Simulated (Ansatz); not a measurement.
Run this with Ansatz's Python interface and show what comes out.

The script, `ch4osesn.py`:
```python
"""Energy of CH4OSeSn against one bond angle."""

from dataclasses import dataclass
import warnings

import ansatz as az
from ase import Atoms


@dataclass
class Settings:
    basis_set: str = "def2-SVP"
    functional: str = "b3lyp"
    force_tol: float = 0.02


cfg = Settings()


def main() -> None:
    warnings.simplefilter("ignore", az.DeckWarning)

    atoms = Atoms(["Se", "C", "O", "Sn", "H", "H", "H", "H"], positions=[
        (-1.8022, 2.8787, -0.0143),
        (-0.5155, 1.4751, -0.4534),
        (-0.7394, 0.4243, 0.4167),
        (0.5114, -1.2093, 0.327),
        (0.2619, 1.4262, -1.2277),
        (2.1126, -0.7602, 0.5747),
        (0.2826, -1.9561, -1.2424),
        (-0.0193, -2.3358, 1.5635),
    ])

    # relax first, so that the scan starts from a minimum
    first = (
        az.Crystal.molecule_from_ase(atoms).calculation()
        .basis(gaussian=cfg.basis_set)
        .functional(cfg.functional)
        .relax(force_tolerance=cfg.force_tol, max_steps=80)
    )
    atoms.positions = first.run(threads=1, pin="off").report["positions_ang"]

    rows = []
    for angle in [90, 100, 110, 120, 135, 150, 165, 179]:
        bent = atoms.copy()
        bent.set_angle(3, 2, 1, angle, indices=[0, 1, 4])
        base = az.Crystal.molecule_from_ase(bent).calculation()
        base = base.basis(gaussian=cfg.basis_set)
        base = base.functional(cfg.functional)
        rows.append((angle, base.run(threads=1, pin="off").report["free_energy_ev"]))
    floor = min(e for _, e in rows)
    for angle, e in rows:
        print(f"angle Sn3-O2-C1 = {angle:3d} deg   {1000 * (e - floor):9.1f} meV")


if __name__ == "__main__":
    main()
```

Output of `python ch4osesn.py`:
```text
angle Sn3-O2-C1 =  90 deg       919.2 meV
angle Sn3-O2-C1 = 100 deg       352.5 meV
angle Sn3-O2-C1 = 110 deg        95.7 meV
angle Sn3-O2-C1 = 120 deg         0.0 meV
angle Sn3-O2-C1 = 135 deg        19.1 meV
angle Sn3-O2-C1 = 150 deg       128.8 meV
angle Sn3-O2-C1 = 165 deg       238.7 meV
angle Sn3-O2-C1 = 179 deg       277.3 meV
```

Notes:
- The scan is rigid, and the energies are electronic, in a modest basis. The zero is the lowest point of the grid, which needn't be the minimum.
- def2 sets replace the cores of elements past krypton by effective core potentials.
- b3lyp holds the VWN-RPA fit, as in Gaussian; the form of ORCA and Turbomole is b3lyp5.
- Timing: 49 s on 1 thread of Intel(R) Xeon(R) 6975P-C (Granite Rapids), on a shared host, peak memory 0.35 GiB.
